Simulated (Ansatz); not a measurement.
**Ti2B: what a guessed cell relaxes into**

The task: take a trial cell of Ti2B to zero force and stress.

Computed with Ansatz 0.2.0 (DFT PBE, scalar-relativistic, plane waves, PAW, unless a step's input says otherwise).

2 further runs of the same task are left out: 1 that didn't finish, 1 set aside as unsound or not needed.

### 1 The starting structure

It takes space group I4/mcm (No. 140, tetragonal). The conventional cell has a = 5.658 Å, b = 5.658 Å, c = 4.737 Å, α = 90.00°, β = 90.00°, γ = 90.00°. Ti (site symmetry m2m) is surrounded by 4 B at 2.42 Å and 3 Ti at 2.63 to 2.74 Å. B (site symmetry 422) has 2 B at 2.37 Å and 8 Ti at 2.42 Å as nearest neighbours.

Coordinates:

```
CELL_PARAMETERS angstrom
-2.82907 2.82907 2.36826
2.82907 -2.82907 2.36826
2.82907 2.82907 -2.36826
ATOMIC_POSITIONS crystal
Ti 0.66440 0.16440 0.82880
Ti 0.33560 0.83560 0.17120
Ti 0.83560 0.66440 0.50000
Ti 0.16440 0.33560 0.50000
B 0.75000 0.75000 0.00000
B 0.25000 0.25000 0.00000
```

The start is a polymorph listed in a database, not an invented cell.

### 2 The guess as it stands, on a coarse mesh

input.yaml reads:

```yaml
crystal:
  lattice:
    - [-2.8290689, 2.8290689, 2.36826491]
    - [2.8290689, -2.8290689, 2.36826491]
    - [2.8290689, 2.8290689, -2.36826491]
  atoms:
    - { symbol: Ti, position: [0.66440001, 0.16440001, 0.82880002] }
    - { symbol: Ti, position: [0.33559999, 0.83559999, 0.17119998] }
    - { symbol: Ti, position: [0.83559999, 0.66440001, 0.5] }
    - { symbol: Ti, position: [0.16440001, 0.33559999, 0.5] }
    - { symbol: B, position: [0.75, 0.75, 0.0] }
    - { symbol: B, position: [0.25, 0.25, 0.0] }
basis:
  ecutwfc: 420
kpoints:
  mp_grid: { grid: [6, 6, 6] }
hamiltonian:
  xc: pbe
scf:
  occupations: { method: gaussian, width: 0.1 }
  lower_state_search: "off"
output:
  forces: true
  stress: true
  eigenvalues: true
```

Launch:

```
ansatz run input.yaml --threads 1 --pin off --max-ram 2560MiB --backend cpu --events-out ev --progress --plain --runs-dir out
```

Standard output, shortened:

```text
[...]
SCF converged after 6 iterations
Free energy (F): -10312.915536 eV
[...]
E sigma→0 (E₀):  -10312.899135 eV
Entropy (-TS):   -0.032803 eV (-5.467 meV/atom)
Fermi energy:    13.605669 eV
[...]
--- Forces (eV/Å), atoms counted from 1 ---
  atom   1  Ti     0.13669841     0.13669841     0.00000000
  atom   2  Ti    -0.13669841    -0.13669841     0.00000000
  atom   3  Ti     0.13669841    -0.13669841    -0.00000000
  atom   4  Ti    -0.13669841     0.13669841     0.00000000
  atom   5  B      0.00000000    -0.00000000     0.00000000
  atom   6  B      0.00000000    -0.00000000     0.00000000
[...]
--- Stress (GPa, compression-positive) ---
       -0.157821       0.000000      -0.000000
        0.000000      -0.157821       0.000000
        0.000000      -0.000000       1.801176
  P = ⅓ Tr σ = 0.4952 GPa (4.952 kbar)
--- Band table (eV; the first three rows and the last of 30) ---
[...]
```

Run time: 3.5 s. Hardware: 1 thread of Arm Neoverse V2, shared host; peak memory 0.35 GiB.

Read-out: pressure 0.5 GPa, largest force 0.19 eV/Å, gap on this mesh none (metal). The coarse relaxation is skipped.

### 3 Spin check on a coarse mesh

input.yaml reads:

```yaml
crystal:
  lattice:
    - [-2.8290689, 2.8290689, 2.36826491]
    - [2.8290689, -2.8290689, 2.36826491]
    - [2.8290689, 2.8290689, -2.36826491]
  atoms:
    - { symbol: Ti, position: [0.66440001, 0.16440001, 0.82880002], spin: 1.0 }
    - { symbol: Ti, position: [0.33559999, 0.83559999, 0.17119998], spin: 1.0 }
    - { symbol: Ti, position: [0.83559999, 0.66440001, 0.5], spin: 1.0 }
    - { symbol: Ti, position: [0.16440001, 0.33559999, 0.5], spin: 1.0 }
    - { symbol: B, position: [0.75, 0.75, 0.0] }
    - { symbol: B, position: [0.25, 0.25, 0.0] }
basis:
  ecutwfc: 420
kpoints:
  mp_grid: { grid: [6, 6, 6] }
hamiltonian:
  xc: pbe
scf:
  occupations: { method: gaussian, width: 0.1 }
  lower_state_search: "off"
output:
  forces: true
  stress: true
  eigenvalues: true
  populations: true
magnetization:
  spin_polarized: true
```

Launch:

```
ansatz run input.yaml --threads 1 --pin off --max-ram 2560MiB --backend cpu --events-out ev --progress --plain --runs-dir out
```

Standard output, shortened:

```text
[...]
SCF converged after 16 iterations
Magnetization: 0.0000 μB (27.0000 up, 27.0000 down)
Absolute magnetization: 0.0000 μB (∫|ρ↑−ρ↓|, with the PAW one-centre terms)
Spin contamination: 0.0000 ħ² per cell (⟨S²⟩ above its minimum at these occupations)
Per-site moments (μB) at R_I (Å): [(1.913124078917322e-6, 0.9996764403110189), (1.9131240790084938e-6, 0.9996764403110189), (1.913124078893611e-6, 0.9996764403110189), (1.9131240789318326e-6, 0.9996764403110189), (-1.7489003995129972e-6, 0.9769092753749999), (-1.7489003994056983e-6, [...]
Free energy (F): -10312.915536 eV
[...]
E sigma→0 (E₀):  -10312.899135 eV
Entropy (-TS):   -0.032802 eV (-5.467 meV/atom)
Fermi energy:    13.605629 eV
[...]
--- Forces (eV/Å), atoms counted from 1 ---
  atom   1  Ti     0.13671744     0.13671744     0.00000000
  atom   2  Ti    -0.13671744    -0.13671744     0.00000000
  atom   3  Ti     0.13671744    -0.13671744    -0.00000000
  atom   4  Ti    -0.13671744     0.13671744    -0.00000000
  atom   5  B      0.00000000     0.00000000     0.00000000
  atom   6  B      0.00000000     0.00000000     0.00000000
[...]
--- Stress (GPa, compression-positive) ---
       -0.157980       0.000000      -0.000000
        0.000000      -0.157980      -0.000000
        0.000000      -0.000000       1.801224
  P = ⅓ Tr σ = 0.4951 GPa (4.951 kbar)
--- Band table (eV; the first three rows and the last of 60) ---
[...]
--- Löwdin populations: 6 sites ---
  site symbol       q [e]    m [muB]
     0     Ti     11.4724     0.0000
     1     Ti     11.4724     0.0000
     2     Ti     11.4724     0.0000
     3     Ti     11.4724     0.0000
     4      B      3.8929    -0.0000
     5      B      3.8929    -0.0000
  spilling = 0.006010 (of n_electrons = 54.000000)
```

Run time: 16 s. Hardware: 1 thread of Arm Neoverse V2, shared host; peak memory 0.41 GiB.

By site:

| atom | Löwdin electrons |
| --- | --- |
| Ti1 | 11.47 |
| Ti2 | 11.47 |
| Ti3 | 11.47 |
| Ti4 | 11.47 |
| B5 | 3.89 |
| B6 | 3.89 |

The Löwdin counts miss 0.32 of the 54 electrons, which the atomic orbitals do not span, so they are no charges.

The same cell is solved with trial moments on Ti. The largest site moment that stays is 0.00 μB and the cell's total 0.00 μB. The workflow keeps spin only above 0.25 μB on a site, so the next run goes without spin.

### 4 Full relaxation

input.yaml reads:

```yaml
crystal:
  lattice:
    - [-2.8290689, 2.8290689, 2.36826491]
    - [2.8290689, -2.8290689, 2.36826491]
    - [2.8290689, 2.8290689, -2.36826491]
  atoms:
    - { symbol: Ti, position: [0.66440001, 0.16440001, 0.82880002] }
    - { symbol: Ti, position: [0.33559999, 0.83559999, 0.17119998] }
    - { symbol: Ti, position: [0.83559999, 0.66440001, 0.5] }
    - { symbol: Ti, position: [0.16440001, 0.33559999, 0.5] }
    - { symbol: B, position: [0.75, 0.75, 0.0] }
    - { symbol: B, position: [0.25, 0.25, 0.0] }
basis:
  ecutwfc: 420
kpoints:
  mp_grid: { grid: [10, 10, 10] }
hamiltonian:
  xc: pbe
scf:
  occupations: { method: gaussian, width: 0.1 }
output:
  forces: true
  stress: true
  eigenvalues: true
  write_density: true
  write_potential: true
  elf: true
  volumetric_format: npy
relax:
  adjacent_minimum: "off"
  f_tol: 0.01
  max_steps: 80
  cell: { stress_tol: 0.05 }
```

Launch:

```
ansatz run input.yaml --threads 1 --pin off --max-ram 2560MiB --backend cpu --events-out ev --progress --plain --runs-dir out
```

Standard output, shortened:

```text
Warning: RAYON_NUM_THREADS=1 ignored (pool sized by the plan → 1); use --threads N
[...]
Pseudopotentials: kind: paw
Pseudopotential: Ti, paw, valence charge 12, recommended cutoff 420 eV (normal), Ti.paw.azcp
Pseudopotential: B, paw, valence charge 3, recommended cutoff 420 eV (normal), B.paw.azcp
Functional definition: PBE
[...]
Crystal: 6 atoms, lattice volume = 75.819 Å³
Basis set: ecut = 420 eV, 1495 PW (Γ), exchange–correlation on 64×64×64 points (8 copies of the dense FFT grid, shifted against one another)
Bands: 33, of which v1, the nominal top of the filled ones, is band 27 counted from 1 (26 counted from 0)
Symmetry: 16 space group operations
Space group: I4/mcm (ITA 140), of the structure as read, at distance tolerance 4.2e-5 Å
k-points: 102 of 1000
[...]
SCF iter   1: F=—  HF=-10312.929062 eV  |F-HF|=—  |Δ(HF+E_count)|=         —  Δρ=6.57e-3  dr2=3.27e-2  ethr=1.77e-3  ⟨swp⟩=4.7  Hψ=13558  notcnv=0
[...]
  P = ⅓ Tr σ = 0.0007 GPa (0.007 kbar)
--- Band table (eV; the first three rows and the last of 102) ---
[...]
--- Relaxed structure (3 steps of the walk, 3 accepted, 1 SCFs on fresh bases) ---
  F+E_penalty+E_count = -10312.92638839 eV   max|allowed force component| = 2.076e-3 eV/Å   (the final SCF, on the basis selected at the relaxed cell)
  cell:  # Å, volume = 76.1905 Å³
    - [-2.8263705281677467, 2.8263705281677467, 2.3844207402684097]
    - [2.8263705281677467, -2.8263705281677467, 2.3844207402684097]
    - [2.8263705281677467, 2.8263705281677467, -2.3844207402684097]
  atoms:
    - { symbol: Ti, position: [0.666012189232924, 0.1660121892329239, 0.832024378465848] }
    - { symbol: Ti, position: [0.33398781076707607, 0.8339878107670762, 0.16797562153415216] }
    - { symbol: Ti, position: [0.8339878107670761, 0.666012189232924, 0.5] }
    - { symbol: Ti, position: [0.16601218923292396, 0.3339878107670761, 0.5000000000000001] }
    - { symbol: B, position: [0.75, 0.75, -1.0219637256959979e-19] }
    - { symbol: B, position: [0.25000000000000006, 0.25000000000000006, -1.0219637256959975e-19] }
```

Run time: 59 s. Hardware: 1 thread of Arm Neoverse V2, shared host; peak memory 0.48 GiB.

The steps of the relaxation:

| step | energy from step 1 (eV/cell) | largest force component (eV/Å) | pressure (GPa) | volume (Å³) |
| --- | --- | --- | --- | --- |
| 1 | 0.0000 | 0.0944 | 0.54 | 75.82 |
| 2 | -0.0047 | 0.0051 | -0.24 | 76.32 |
| 3 | -0.0053 | 0.0021 | 0.00 | 76.19 |
| 4 | -0.0055 | 0.0021 | 0.00 | 76.19 |

Step 1 is the start. Step 4 repeats the geometry before it on a plane-wave basis chosen anew for that cell, so its energy need not be comparable with the rows above.

Lengths and angles in the start's conventional setting:

|  | before | after | change |
| --- | --- | --- | --- |
| a (Å) | 5.658 | 5.653 | -0.1 % |
| b (Å) | 5.658 | 5.653 | -0.1 % |
| c (Å) | 4.737 | 4.769 | +0.7 % |
| volume (Å³/atom) | 12.64 | 12.70 | +0.5 % |
| shortest distance (Å) | 2.368 | 2.384 | +0.7 % |
| space group (0.01 Å) | I4/mcm | I4/mcm | same |

The run keeps the 16 symmetry operations of the start, so it could not have lowered the symmetry.

The maps below are laid out on this run's own conventional cell (a, b, c = 5.653, 5.653, 4.769 Å).

Density in a lattice plane of the grid's cell (edges 5.65 and 5.65 Å, at 0.000 of the third edge), which holds Ti.

Ten even steps from ' ' (0.19 e/Å³) to '@' (10.01 e/Å³):
```
                            ..::::::            
                          ..--**##**--          
                          ..++%%@@%%++..        
        ..                ..++%%@@%%++..        
    ::==++==::              ::==++==::          
  ..++%%@@%%++..                ..              
  ..++%%@@%%++..                                
  ..--**##**--                                  
    ..::::::                                    
                                                
                                      ::::::..  
                                    --**##**--..
                                  ..++%%@@%%++..
                ..                ..++%%@@%%++..
            ::==++==::              ::==++==::  
          ..++%%@@%%++..                ..      
          ..++%%@@%%++..                        
            --**##**--..                        
              ::::::..                          
                                                
```
Columns run along the first of these edges and rows up along the second, over one cell in 24 and 20 even steps from the bottom left corner. Atoms in the plane (fractional): Ti at (0.17, 0.67), Ti at (0.83, 0.33), Ti at (0.67, 0.83), Ti at (0.33, 0.17).

ELF in the same plane.

Values, 12 rows by 12 columns:
```
0.49 0.38 0.25 0.23 0.34 0.33 0.13 0.55 0.56 0.54 0.10 0.38
0.22 0.10 0.16 0.13 0.32 0.34 0.20 0.56 0.00 0.56 0.16 0.25
0.10 0.54 0.56 0.55 0.13 0.23 0.10 0.54 0.56 0.54 0.13 0.23
0.20 0.56 0.00 0.56 0.16 0.25 0.22 0.10 0.16 0.13 0.32 0.34
0.13 0.56 0.56 0.54 0.10 0.38 0.49 0.38 0.25 0.23 0.34 0.33
0.12 0.13 0.20 0.10 0.22 0.49 0.58 0.49 0.22 0.10 0.20 0.13
0.13 0.33 0.34 0.23 0.25 0.38 0.49 0.38 0.10 0.54 0.56 0.56
0.20 0.34 0.32 0.13 0.16 0.10 0.22 0.25 0.16 0.56 0.00 0.56
0.10 0.23 0.13 0.54 0.56 0.54 0.10 0.23 0.13 0.55 0.56 0.54
0.22 0.25 0.16 0.56 0.00 0.56 0.20 0.34 0.32 0.13 0.16 0.10
0.49 0.38 0.10 0.54 0.56 0.55 0.13 0.33 0.34 0.23 0.25 0.38
0.58 0.49 0.22 0.10 0.20 0.13 0.12 0.13 0.20 0.10 0.22 0.49
```
Columns run along the first of these edges and rows up along the second, over one cell in 12 and 12 even steps from the bottom left corner. Atoms in the plane (fractional): Ti at (0.17, 0.67), Ti at (0.83, 0.33), Ti at (0.67, 0.83), Ti at (0.33, 0.17).

Both are smooth fields of the valence electrons: close to the nuclei they are not physical.

Outside the cores ELF peaks at 0.80 beside B, off the lines to its neighbours, 0.8 Å from B; 0.61 between the atoms, 1.8 Å from Ti.

### 5 Changed: ecutwfc 550 eV, preconditioner ldos, lower_state_search standard

input.yaml, as its differences from that of step 4:

```diff
@@ -13,3 +13,3 @@
 basis:
-  ecutwfc: 420
+  ecutwfc: "550 eV"
 kpoints:
@@ -20,10 +20,8 @@
   occupations: { method: gaussian, width: 0.1 }
+  mixing: { preconditioner: ldos }
+  lower_state_search: standard
 output:
   forces: true
+  eigenvalues: true
   stress: true
-  eigenvalues: true
-  write_density: true
-  write_potential: true
-  elf: true
-  volumetric_format: npy
 relax:
```

Launch:

```
ansatz run input.yaml --threads 1 --pin off --max-ram 2560MiB --backend cpu --events-out ev --progress --plain --runs-dir out
```

Standard output, shortened:

```text
Warning: RAYON_NUM_THREADS=1 ignored (pool sized by the plan → 1); use --threads N
[...]
[... 4 set-up lines as earlier in the session ...]
[...]
Crystal: 6 atoms, lattice volume = 75.819 Å³
Basis set: ecut = 550 eV, 2201 PW (Γ), exchange–correlation on 72×72×72 points (8 copies of the dense FFT grid, shifted against one another)
Bands: 33, of which v1, the nominal top of the filled ones, is band 27 counted from 1 (26 counted from 0)
[... 2 set-up lines as earlier in the session ...]
k-points: 102 of 1000
[...]
SCF iter   1: F=—  HF=-10312.937342 eV  |F-HF|=—  |Δ(HF+E_count)|=         —  Δρ=6.58e-3  dr2=3.28e-2  ethr=1.77e-3  ⟨swp⟩=4.6  Hψ=13603  notcnv=0
[...]
        0.000000       0.000000      -0.048700
  P = ⅓ Tr σ = 0.0003 GPa (0.003 kbar)
--- Band table (eV; the first three rows and the last of 102) ---
[...]
--- Relaxed structure (3 steps of the walk, 3 accepted, 1 SCFs on fresh bases) ---
  F+E_penalty+E_count = -10312.93452509 eV   max|allowed force component| = 1.965e-3 eV/Å   (the final SCF, on the basis selected at the relaxed cell)
  cell:  # Å, volume = 76.1846 Å³
    - [-2.8263574122796147, 2.8263574122796147, 2.3842575513412805]
    - [2.8263574122796147, -2.8263574122796147, 2.3842575513412805]
    - [2.8263574122796147, 2.8263574122796147, -2.3842575513412805]
  atoms:
    - { symbol: Ti, position: [0.66600534661882, 0.1660053466188199, 0.83201069323764] }
    - { symbol: Ti, position: [0.33399465338118, 0.8339946533811802, 0.16798930676236024] }
    - { symbol: Ti, position: [0.8339946533811801, 0.6660053466188199, 0.5000000000000001] }
    - { symbol: Ti, position: [0.16600534661881994, 0.3339946533811802, 0.5000000000000001] }
    - { symbol: B, position: [0.75, 0.75, 8.942182599839987e-20] }
    - { symbol: B, position: [0.25, 0.25, 8.942182599839987e-20] }
```

Wall time 75 s (1 thread of Arm Neoverse V2, shared host); peak memory 0.56 GiB.

| run | ending | energy change | pressure (GPa) | gap (eV) | force (eV/Å) | cycles | time |
| --- | --- | --- | --- | --- | --- | --- | --- |
| step 4 | converged | 0 | 0.0 | 0.00 | 0.00 | - | 59 s |
| variant | converged | -1.4 meV/atom | 0.0 | 0.00 | 0.00 | - | 75 s |

Changing the cutoff, mixing and search for lower states moves the energy by -1.4 meV/atom.

### 6 Outcome

```
                              quantity                                                                      value
symmetry at the end (tolerance 0.05 Å)                                               space group I4/mcm (No. 140)
                     conventional cell  a = 5.653 Å, b = 5.653 Å, c = 4.769 Å, α = 90.00°, β = 90.00°, γ = 90.00°
                                volume                                                              12.70 Å³/atom
              energy over the elements                                                              -0.40 eV/atom
                       gap on the mesh                                                               none (metal)
```

What this shows: The space group I4/mcm (No. 140) is kept, at nearly the size of the first guess. A negative formation energy is needed for stability but isn't enough; other structures and compounds were not set against it here. No finished test with a distortion of lower symmetry is shown, so the end may be a saddle point. Other magnetic orders were not searched.
